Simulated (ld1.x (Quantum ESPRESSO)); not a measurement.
# An ultrasoft potential for F, from input to tests

Do these settings give a usable potential? It is generated, then checked for transferability, scattering, ghosts and hardness.

The numbers are computed with ld1.x (Quantum ESPRESSO) 7.5 (PBE, scalar-relativistic, spin-unpolarised reference atom).

## 1. The design

The settings as typed:

```
element                 : fluorine (F, Z = 9)
type                    : ultrasoft
frozen core             : [He]
valence charge          : 7
reference configuration : 2s2 2p5
partial waves           : 2s (bound): rcut 0.60, rcutus 0.65 bohr; 2s channel at -1.55 Ry: rcut 0.60, rcutus 0.65 bohr; 2p (bound): rcut 0.90, rcutus 1.05 bohr; 2p channel at 0.6 Ry: rcut 0.90, rcutus 1.05 bohr
local potential         : all-electron potential smoothed inside 1.00 bohr (lloc = -1)
core correction         : Bessel-smoothed model core, default radius (core density twice the valence density)
augmentation charge     : PSQ, inside the norm-conserving radii
```

## 2. Generation

File F.in:

```
 &input
   title='F', zed=9., rel=1, dft='PBE', iswitch=3,
   config='[He] 2s2 2p5',
   nld=2, rlderiv=1.15, eminld=-4.0, emaxld=5.0, deld=0.02
 /
 &inputp
   pseudotype=3, tm=.true., lloc=-1, rcloc=1.00,
   nlcc=.true., new_core_ps=.true.,
   which_augfun='PSQ', rmatch_augfun_nc=.true.,
   file_pseudopw='F.UPF', file_wfcaegen='ae.wfc', file_wfcncgen='nc.wfc', file_beta='beta', file_chi='chi', file_wfcusgen='us.wfc'
 /
4
2S  1  0   2.00   0.00  0.60  0.65  0.0
2S  1  0   0.00  -1.55  0.60  0.65  0.0
2P  2  1   5.00   0.00  0.90  1.05  0.0
2P  2  1   0.00   0.60  0.90  1.05  0.0
 &test
   configts(1)='2s2 2p5'
 /
```

Launch:

```bash
$ ld1.x < F.in > F.out
```

The output, F.out (without the banner and most projector matrices):

```text
     Program LD1 v.7.5
     --------------------------- All-electron run ----------------------------

     F
     scalar relativistic calculation

     atomic number is  9.00
     dft =PBE   lsd =0 sic =0 latt =0  beta=0.20 tr2=1.0E-14
     Exchange-correlation= PBE
                           (   1   4   3   4   0   0   0)
     mesh =1105 r(mesh) =  99.76081 a.u. xmin = -7.00 dx = 0.01250
     1 Ry =  13.60569312 eV, c = 137.03599908

     n l     nl                  e(Ry)          e(Ha)          e(eV)
     1 0     1S 1( 2.00)       -48.7570       -24.3785      -663.3734
     2 0     2S 1( 2.00)        -2.1976        -1.0988       -29.8996
     2 1     2P 1( 5.00)        -0.8167        -0.4083       -11.1117

     final scf error:  6.3E-15 reached in  26 iterations

     Etot =    -199.489330 Ry,     -99.744665 Ha,   -2714.190600 eV

     Ekin =     199.322998 Ry,      99.661499 Ha,    2711.927538 eV
     Encl =    -477.724055 Ry,    -238.862027 Ha,   -6499.766885 eV
     Eh   =      99.339620 Ry,      49.669810 Ha,    1351.584389 eV
     Exc  =     -20.427893 Ry,     -10.213946 Ha,    -277.935642 eV

     normalization and overlap integrals

     s(1S/1S) =  1.000000  <r> =   0.1763  <r2> =    0.0420  r(max) =   0.1139
     s(2S/2S) =  1.000000  <r> =   1.0034  <r2> =    1.2282  r(max) =   0.7617
     s(2P/2P) =  1.000000  <r> =   1.1050  <r2> =    1.6384  r(max) =   0.7066

     ------------------------ End of All-electron run ------------------------

     --------------------- Generating US pseudopotential ---------------------

      Generating local potential from pseudized AE potential:
      Matching radius rcloc =   1.0000

      Local pseudo, rcloc= 1.003 Estimated cut-off energy=    24.52 Ry

      Computing core charge for nlcc:

       r > 0.28 : true rho core
      Core charge pseudized with two Bessel functions
      Integrated core pseudo-charge :   1.45
      Wfc-us  2S rcutus= 0.656  Estimated cut-off energy=    99.70 Ry
      Wfc-us  2S rcutus= 0.656  Estimated cut-off energy=   100.62 Ry
      Wfc-us  2P rcutus= 1.054  Estimated cut-off energy=    69.52 Ry
      Wfc-us  2P rcutus= 1.054  Estimated cut-off energy=    75.73 Ry

     Q pseudized with Bessel functions
     Expected ecutrho=     532.3903 due to l1=  0   l2=  1

     ------------------- End of pseudopotential generation -------------------

     [... the all-electron block is printed once more ...]


     Computing logarithmic derivative in   1.14344
     Computing logarithmic derivative in   1.14344
     Computing the partial wave expansion
     R is outside the sphere for l=    0 j= 0.00
     R is outside the sphere for l=    0 j= 0.00
     R is outside the sphere for l=    1 j= 0.00
     R is outside the sphere for l=    1 j= 0.00

     ---------------------- Testing the pseudopotential ----------------------

     F
     scalar relativistic calculation

     atomic number is  9.00   valence charge is  7.00
     dft =PBE   lsd =0 sic =0 latt =0  beta=0.20 tr2=1.0E-14
     mesh =1105 r(mesh) =  99.76081 xmin = -7.00 dx = 0.01250

     n l     nl             e AE (Ry)        e PS (Ry)    De AE-PS (Ry)
     1 0     2S   1( 2.00)       -2.19758       -2.19760        0.00002
     2 1     2P   1( 5.00)       -0.81670       -0.81671        0.00001

     eps = 1.2E-16  iter =  6

     Etot =    -199.489330 Ry,     -99.744665 Ha,   -2714.190600 eV
     Etotps =   -56.450793 Ry,     -28.225397 Ha,    -768.052172 eV

     Ekin =      26.388748 Ry,      13.194374 Ha,     359.037202 eV
     Encl =    -116.757129 Ry,     -58.378565 Ha,   -1588.561673 eV
     Ehrt =      44.587816 Ry,      22.293908 Ha,     606.648138 eV
     Ecxc =     -17.292151 Ry,      -8.646075 Ha,    -235.271697 eV
     (Ecc =      -5.689541 Ry,      -2.844770 Ha,     -77.410143 eV)
     Epseu=       6.621923 Ry,       3.310962 Ha,      90.095857 eV

     ---------------------- End of pseudopotential test ----------------------
```

Wall time 0.61 s (1 thread of Neoverse-V1, shared host). This counts the later configuration tests of the new file too.

All-electron and pseudo partial waves u(r) = r·R(r), from the program's wave files:

```csv
r (bohr),2s AE,2s PS,2p AE,2p PS
0.053,-0.3932,0.0783,0.0476,0.0127
0.105,-0.4444,0.1571,0.1498,0.0490
0.158,-0.3260,0.2410,0.2742,0.1079
0.210,-0.1357,0.3276,0.3968,0.1835
0.262,0.0759,0.4183,0.5099,0.2722
0.315,0.2845,0.5138,0.6105,0.3705
0.368,0.4711,0.6100,0.6949,0.4711
0.420,0.6268,0.7021,0.7622,0.5667
0.473,0.7560,0.7898,0.8157,0.6561
0.525,0.8545,0.8663,0.8545,0.7321
0.578,0.9287,0.9310,0.8818,0.7951
0.630,0.9786,0.9787,0.8979,0.8413
0.683,1.0096,1.0096,0.9053,0.8725
0.735,1.0238,1.0238,0.9051,0.8887
0.788,1.0245,1.0245,0.8986,0.8924
0.840,1.0144,1.0144,0.8873,0.8861
0.893,0.9955,0.9955,0.8718,0.8723
0.945,0.9703,0.9703,0.8536,0.8540
0.998,0.9396,0.9396,0.8325,0.8326
1.050,0.9058,0.9058,0.8102,0.8102
1.102,0.8697,0.8697,0.7865,0.7865
1.155,0.8312,0.8312,0.7616,0.7616
1.208,0.7918,0.7918,0.7362,0.7362
1.260,0.7530,0.7530,0.7110,0.7110
1.313,0.7137,0.7137,0.6853,0.6853
1.365,0.6757,0.6757,0.6602,0.6602
```

## 3. Transferability test

File F.test.in:

```
 &input
   title='F', zed=9., rel=1, dft='PBE', iswitch=2,
   config='[He] 2s2 2p5'
 /
 &test
   file_pseudo='F.UPF', nconf=8,
   configts(1)='2s2 2p5',
   configts(2)='2s2 2p4',
   configts(3)='2s2 2p3',
   configts(4)='2s2 2p2',
   configts(5)='2s2 2p5.3',
   configts(6)='2s2 2p4.5',
   configts(7)='2s2 2p1',
   configts(8)='2s1 2p6'
 /
```

Launch:

```bash
$ ld1.x < F.test.in > F.test.out
```

F.test.out, the pseudopotential blocks, cut to the lines that bear on the results:

```text
     ---------------------- Testing the pseudopotential ----------------------

     F
     scalar relativistic calculation

     atomic number is  9.00   valence charge is  7.00
     dft =PBE   lsd =0 sic =0 latt =0  beta=0.20 tr2=1.0E-14
     mesh =1105 r(mesh) =  99.76081 xmin = -7.00 dx = 0.01250

     n l     nl             e AE (Ry)        e PS (Ry)    De AE-PS (Ry)
     1 0     2S   1( 2.00)       -2.19758       -2.19760        0.00002
     2 1     2P   1( 5.00)       -0.81670       -0.81671        0.00001

     eps = 1.2E-16  iter =  6

     Etot =    -199.489330 Ry,     -99.744665 Ha,   -2714.190600 eV
     Etotps =   -56.450793 Ry,     -28.225397 Ha,    -768.052172 eV

     Ekin =      26.388748 Ry,      13.194374 Ha,     359.037202 eV
     Encl =    -116.757129 Ry,     -58.378565 Ha,   -1588.561673 eV
     Ehrt =      44.587816 Ry,      22.293908 Ha,     606.648138 eV
     Ecxc =     -17.292151 Ry,      -8.646075 Ha,    -235.271697 eV
     (Ecc =      -5.689541 Ry,      -2.844770 Ha,     -77.410143 eV)
     Epseu=       6.621923 Ry,       3.310962 Ha,      90.095857 eV

     ---------------------- End of pseudopotential test ----------------------

     ---------------------- Testing the pseudopotential ----------------------

     F
     [...]
     n l     nl             e AE (Ry)        e PS (Ry)    De AE-PS (Ry)
     1 0     2S   1( 2.00)       -3.48292       -3.49665        0.01373  !
     2 1     2P   1( 4.00)       -2.08065       -2.12661        0.04595  !

     eps = 6.6E-15  iter = 25

     Etot =    -198.064175 Ry,     -99.032088 Ha,   -2694.800384 eV
     Etotps =   -55.005758 Ry,     -27.502879 Ha,    -748.391461 eV
     dEtot_ae =       1.425155 Ry
     dEtot_ps =       1.445036 Ry,   Delta E=      -0.019881 Ry

     [...]
     ---------------------- End of pseudopotential test ----------------------
```

6 tests gave no usable energy difference (2s2 2p3; 2s2 2p2; 2s2 2p5.3; 2s2 2p4.5; others); the test run stopped with "negative rho".

Excitation and ionisation energies from 2s2 2p5, with the error of the potential.

| valence configuration | charge | ΔE all-electron (eV) | error AE − PS (meV) |
| --- | --- | --- | --- |
| 2s2 2p4 | +1 | 19.390 | -270 |

## 4. Scattering by logarithmic derivatives

Taken from the files of the generation run. The phase is arctan(r·u′/u) with u = r·R, unwrapped, with energies in Ry. A pole is an energy at which the radial function vanishes at the test radius. The pseudo phase is shifted by a multiple of π to meet the all-electron one at the reference energy. Levels narrower than the energy grid can be missing from the poles. The last column is the largest difference on the grid between −1 and +1 Ry.

```tsv
channel	radius (bohr)	reference (Ry)	poles AE	poles PS	window around the reference with phases within 0.05 rad (Ry)	largest difference near zero (rad)
s	1.14	-2.20	2.18	2.17	the whole range	0.000
p	1.14	-0.82	2.59	2.59	the whole range	0.000
```

Phases (rad) along the scan:

```csv
E (Ry),s AE,s PS,p AE,p PS
-4.00,0.447,0.447,0.982,0.983
-3.52,0.162,0.162,0.908,0.908
-3.04,-0.196,-0.196,0.804,0.804
-2.56,-0.555,-0.555,0.652,0.652
-2.08,-0.841,-0.841,0.421,0.421
-1.60,-1.046,-1.046,0.078,0.077
-1.12,-1.189,-1.189,-0.352,-0.352
-0.64,-1.291,-1.291,-0.744,-0.744
-0.16,-1.368,-1.368,-1.022,-1.022
0.32,-1.427,-1.427,-1.206,-1.206
0.80,-1.474,-1.474,-1.331,-1.331
1.28,-1.513,-1.513,-1.419,-1.419
1.76,-1.546,-1.546,-1.486,-1.486
2.24,-1.574,-1.575,-1.539,-1.539
2.72,-1.599,-1.600,-1.582,-1.582
3.20,-1.622,-1.623,-1.619,-1.619
3.68,-1.643,-1.644,-1.651,-1.651
4.16,-1.663,-1.663,-1.681,-1.680
4.64,-1.681,-1.682,-1.709,-1.708
```

## 5. Cutoff and ghost test in a Bessel basis

This step uses the generator's waves and projectors in a separate script. Basis: spherical Bessel functions vanishing at 20 bohr, q² up to the cutoff; potential fixed at the reference.

All-electron valence levels (Ry): 2s -2.1976, 2p -0.8167. The lowest levels of each channel (Ry) by cutoff; the last column sums, over occupied levels, occupation times the distance from the level at 400 Ry. A positive value at high cutoff is not a bound level.

```csv
cutoff (Ry),s #1,s #2,p #1,d #1,f #1,Σ f·Δε (mRy)
8,-2.0298,-0.0065,-0.0211,0.0803,0.1209,4315.1
15,-2.1596,-0.0097,-0.2297,0.0803,0.1209,3012.7
30,-2.1699,-0.0100,-0.6591,0.0803,0.1209,845.2
45,-2.1867,-0.0102,-0.7921,0.0803,0.1209,146.4
60,-2.1948,-0.0103,-0.8137,0.0803,0.1209,22.2
70,-2.1964,-0.0104,-0.8163,0.0803,0.1209,6.2
90,-2.1970,-0.0104,-0.8165,0.0803,0.1209,3.5
140,-11.8510,-2.1974,-0.8169,0.0803,0.1209,1.1
160,-12.8571,-2.1976,-0.8169,0.0803,0.1209,0.7
200,-13.1099,-2.1978,-0.8169,0.0803,0.1209,0.2
400,-13.8402,-2.1978,-0.8169,0.0803,0.1209,0.0
```

The sum stays within 10 mRy from 70 Ry and within 1 mRy from 160 Ry. The sum leaves out empty levels, which can need more. Ghost test: ghost state, bound below the all-electron valence or empty levels of the same l: s at -188.3 eV.

## 6. Results

```
                                                quantity                                     value
               cutoffs for 10 and 1 mRy, occupied levels                          70 Ry and 160 Ry
                                            bound ghosts                           s at -188.31 eV
                            largest test error (AE − PS)  -270 meV, for 2s2 2p4 (6 tests unsolved)
largest phase difference near zero energy, channels read                                 0.000 rad
         lowest eigenvalue of the overlap (Bessel basis)                                 0.720 (s)
               density cutoff estimated by the generator                                    532 Ry
```

**Reading.** It has a bound ghost (s), a state that the atom doesn't have, and that rules the file out. The worst unpolarised test, 2s2 2p4, is off by 270 meV on 19.4 eV; by total energies transferability rates as poor. The test run broke off, so later configurations gave nothing; the verdict rests on few tests. By its cutoff, 70 Ry for the looser tolerance, it is of middling hardness. Near zero energy the phases of the channels with partial waves agree within 0.001 rad. All of this concerns the isolated atom, not yet a solid.
